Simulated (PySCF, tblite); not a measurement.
# C6H13BOS: geometry, infrared bands and NMR shifts

Aim: predict the infrared bands and NMR shifts of C6H13BOS (`CS[C@@H]1CBCOCC1`).

Computed with tblite 0.8.0 and PySCF 2.14.0, with density-fitted response routines of our own, on a single molecule in the gas phase. Atoms are numbered from 0 throughout.

## (1) The molecule as given

22 atoms, charge 0, multiplicity 1; geometry from: force field or distance geometry start.

Bonds of the start (Å): C0–S1 1.82, S1–C2 1.79, C2–C3 1.50, C3–B4 1.59, B4–C5 1.59, C5–O6 1.38, O6–C7 1.38, C7–C8 1.50, C8–C2 1.52, C0–H9 1.10, C0–H10 1.11, C0–H11 1.12, C2–H12 1.10, C3–H13 1.10, C3–H14 1.13, B4–H15 1.19, C5–H16 1.11, C5–H17 1.10, C7–H18 1.12, C7–H19 1.12, C8–H20 1.11, C8–H21 1.11.

## (2) Relaxing the molecule with GFN2-xTB

What the job is given:

```
{"job": {"kind": "relax", "xc": "GFN2-xTB", "basis": "xTB"}, "charge": 0, "multiplicity": 1}
C      3.288100     0.180200     0.544000
S      2.251900    -0.669400    -0.689600
C      0.527300    -0.208200    -0.574700
C      0.350500     0.903200     0.424000
B     -1.125900     1.487300     0.362800
C     -2.464600     0.800500    -0.164800
O     -2.400800    -0.520700     0.225500
C     -1.681300    -1.327900    -0.634900
C     -0.248100    -1.458400    -0.205500
H      3.270500     1.264900     0.351000
H      4.309500    -0.233200     0.426200
H      2.973100    -0.065100     1.586700
H      0.195900     0.190400    -1.548400
H      1.121100     1.669000     0.229900
H      0.451200     0.465900     1.459100
H     -1.223500     2.553500     0.891200
H     -2.485100     0.936800    -1.264700
H     -3.303300     1.303300     0.343000
H     -2.118200    -2.361400    -0.605800
H     -1.715400    -0.901500    -1.664800
H     -0.182000    -1.686900     0.878900
H      0.198800    -2.303000    -0.770500
```

Launch:

```console
$ OMP_NUM_THREADS=1 python probes_run.py task.json out
```

One launch serves the whole session: the jobs run in the order shown.

**Question.** This job is followed by: GFN2-xTB harmonic vibrations, gas phase; GIAO PBE0/pcSseg-1 NMR shielding, non-relativistic, gas phase. What will the session give for the following? strongest single infrared mode (GFN2-xTB); zero-point energy (GFN2-xTB); 13C shifts against TMS (PBE0/pcSseg-1); 1H shifts against TMS (PBE0/pcSseg-1, means over atoms taken as alike); 33S shifts against CS2 (PBE0/pcSseg-1); 11B shifts against BF3·OEt2 (PBE0/pcSseg-1); 17O shifts against H2O (PBE0/pcSseg-1).

The runs gave:

| quantity | value |
| --- | --- |
| strongest single infrared mode (GFN2-xTB) | 1191 cm⁻¹, 216 km/mol |
| zero-point energy (GFN2-xTB) | 113.7 kcal/mol |
| 13C shifts against TMS (PBE0/pcSseg-1) | 83.7, 76.5, 47.5, 47.4, 39.3, 12.2 ppm |
| 1H shifts against TMS (PBE0/pcSseg-1, means over atoms taken as alike) | 7.91, 4.83, 4.33, 4.06, 2.98, 2.65, 2.26, 2.25, 2.21, 2.16, 1.85 ppm |
| 33S shifts against CS2 (PBE0/pcSseg-1) | 65 ppm |
| 11B shifts against BF3·OEt2 (PBE0/pcSseg-1) | 89.9 ppm |
| 17O shifts against H2O (PBE0/pcSseg-1) | 46.4 ppm |

In words: The optimisation took 130 steps and gained 0.852 eV; among the close pairs (by a distance rule), S1–C2 changed most, from 1.789 to 1.843 Å. No mode is imaginary among the 60: a minimum at this level. The strongest single mode, at 1191 cm⁻¹, is spread over several atoms, B4, H15, C3 among them. Unscaled tight-binding wavenumbers are off by several per cent, some by more. Its intensities can rank the bands wrongly. The most deshielded carbon is C5 (sp3 CH2 bonded to B and O), at 83.7 ppm: deshielded by the electronegative neighbour. At PBE0/pcSseg-1: Shielding is most anisotropic at S1 (span 448 ppm, paramagnetic term -618 ppm).
